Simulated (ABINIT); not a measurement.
GeN, 4 atoms in the cell. Symmetry: Cmmm, No. 65, orthorhombic system. The conventional cell has a = 5.136 Å, b = 6.148 Å, c = 3.113 Å, α = 90.00°, β = 90.00°, γ = 90.00°. Ge (site symmetry 2/m) is surrounded by 4 N at 2.26 Å and 2 Ge at 2.57 Å. Around N (site symmetry 2mm) lie 1 N at 1.42 Å. The cell was built by a generator and needn't be a form met in nature.

```yaml
Program: ABINIT 10.8.3 (patched build)
Task: single point
Functional: PBEsol
Potentials_or_basis: PseudoDojo NC SR PBEsol v0.4.1 standard
Cutoff: 980 eV
k_mesh: 5 × 5 × 7
Occupations: fermi-dirac, width 0.05 eV
Spin: no spin polarisation
```

Potentials or basis: PseudoDojo NC SR PBEsol v0.4.1 standard.

Launch:

```console
$ abinit run.abi > log 2>&1
```

Hardware: 1 thread of Intel(R) Xeon(R) Platinum 8488C (Sapphire Rapids), on a shared host.

**Question.** Estimate the wall time of this run.

**Answer.** Run time: 93 s on 1 thread of Intel(R) Xeon(R) Platinum 8488C (Sapphire Rapids), with other jobs on the host, peak memory 0.11 GiB. Counts: scf iterations 12, mpi ranks 1, k points 36, bands 23, plane waves 3447.
